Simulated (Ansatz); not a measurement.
BrClSi, SMILES Cl[Si]Br: the interaction energy of a dimer with the counterpoise correction, run with the Ansatz DFT code, driven from Python.

`run_dimer.py`
```python
'''Binding of a BrClSi dimer at a trial geometry.'''

import ansatz as az

FIRST = [
    ('Cl', (0.7054, 1.5016, 0.5406)),
    ('Si', (-0.7067, 0.2876, -0.3525)),
    ('Br', (0.0012, -1.7892, -0.1882)),
]
SECOND = [
    ('Cl', (-4.6066, 0.0116, -0.4437)),
    ('Si', (-4.0246, 1.6748, -1.5209)),
    ('Br', (-3.5611, 3.2722, -0.0804)),
]

def energy(atoms, ghosts=()):
    molecule = az.Crystal.molecule()
    for symbol, xyz in atoms:
        molecule = molecule.atom(symbol, xyz)
    calc = (
        molecule.calculation()
        .basis(gaussian='def2-SVP')
        .functional('r2SCAN')
        .accuracy('medium')
    )
    deck = calc.input()
    if ghosts:
        deck = deck.set(az.key.basis.gaussian.ghost_atoms, [{'symbol': s, 'position_ang': list(xyz)} for s, xyz in ghosts])
    return az.Session.from_dict(deck).plan().execute().report['free_energy_ev']


def main() -> None:
    # ghost atoms carry the functions of the partner
    both = energy(FIRST + SECOND)
    alone = energy(FIRST) + energy(SECOND)
    ghosted = energy(FIRST, SECOND) + energy(SECOND, FIRST)
    print(f'dimer {both:.6f} eV')
    print(f'interaction, uncorrected   {23.060548 * (both - alone):8.3f} kcal/mol')
    print(f'interaction, counterpoise  {23.060548 * (both - ghosted):8.3f} kcal/mol')
    print(f'basis-set superposition    {23.060548 * (alone - ghosted):8.3f} kcal/mol')


if __name__ == '__main__':
    main()
```

How large is the interaction at this pose, and how much of it is basis-set superposition?

Uncorrected it is -2.698 kcal/mol, with the counterpoise correction -1.711 kcal/mol; the difference, 0.99 kcal/mol, is the superposition error.

What the script printed:

```console
$ python run_dimer.py
dimer -180863.087541 eV
interaction, uncorrected     -2.698 kcal/mol
interaction, counterpoise    -1.711 kcal/mol
basis-set superposition       0.986 kcal/mol
```

The settings weren't tested for convergence. The dimer is a generated trial pose of unrelaxed monomers, not a minimum, so the figure is no binding energy, and the basis set is small. This level lacks the dispersion part of the attraction (electrostatics and induction are there), which can decide the sign where the interaction is weak. The whole script took 35 s on 1 thread of Arm Neoverse V1, with other jobs on the host, peak memory 0.28 GiB.
